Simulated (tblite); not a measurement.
# C30H16O2: the cost of one run

Computed with tblite 0.8.0 and PySCF 2.14.0 and routines of our own; the level stands in each step. Atoms count from 0.

### Step 1. The starting structure

48 atoms, charge 0, multiplicity 1; geometry from: force field, distance geometry or constructed start.

### Step 2. Geometry optimisation with GFN2-xTB

The job: settings as JSON, then the geometry in Å.

```
{"job": {"kind": "relax", "xc": "GFN2-xTB", "basis": "xTB"}, "charge": 0, "multiplicity": 1}
O     -0.759900     4.349100    -1.360600
C     -0.889300     3.207800    -0.948300
C     -2.216700     2.642300    -0.665300
C     -2.375700     1.355200    -0.335800
C     -1.236700     0.402100    -0.419800
C     -1.592500    -1.049100    -0.578600
C     -0.760600    -1.932100    -1.303000
C     -1.091300    -3.272600    -1.469000
C     -2.290200    -3.749600    -0.964900
C     -3.171400    -2.868600    -0.323500
C     -2.857600    -1.503200    -0.135300
C     -3.856200    -0.540900     0.415900
C     -5.019800    -0.974600     1.095400
C     -5.978900    -0.082300     1.555500
C     -5.805200     1.283900     1.376400
C     -4.655200     1.745900     0.746600
C     -3.668600     0.861100     0.251000
C      0.036500     0.882100    -0.346800
C      1.213900     0.059300    -0.008100
C      2.480700     0.543300    -0.026100
C      3.685100    -0.255200     0.298300
C      4.997800     0.404900     0.190200
C      5.085300     1.702800    -0.160800
C      3.893300     2.486300    -0.448700
C      2.651100     1.980500    -0.387700
C      1.491900     2.830200    -0.647300
C      0.256600     2.318600    -0.610700
C      6.257800    -0.345800     0.480000
O      7.378900     0.146000     0.394200
C      6.093500    -1.760700     0.889500
C      4.874300    -2.300400     0.969900
C      3.665300    -1.553500     0.673300
H     -3.013800     3.381700    -0.677100
H      0.155700    -1.583700    -1.769200
H     -0.429800    -3.936900    -2.021800
H     -2.573000    -4.786200    -1.107200
H     -4.129100    -3.274800    -0.024300
H     -5.194600    -2.027200     1.277600
H     -6.864200    -0.457600     2.069500
H     -6.549300     1.985300     1.748200
H     -4.539200     2.820500     0.671900
H      1.025300    -0.961100     0.320500
H      6.048400     2.200600    -0.252900
H      4.072200     3.533600    -0.701300
H      1.659700     3.881900    -0.878800
H      6.994300    -2.313100     1.102500
H      4.756400    -3.338500     1.271200
H      2.744900    -2.115000     0.777300
```

The run is started by

```bash
$ OMP_NUM_THREADS=2 python large_run.py task.json out
```

The driver reads the jobs from task.json and runs them one after another.

Q: Estimate the wall time and peak memory of this first job on 2 threads of Arm Neoverse N1, shared host.

About 3.9 s, with a peak of 0.19 GiB.
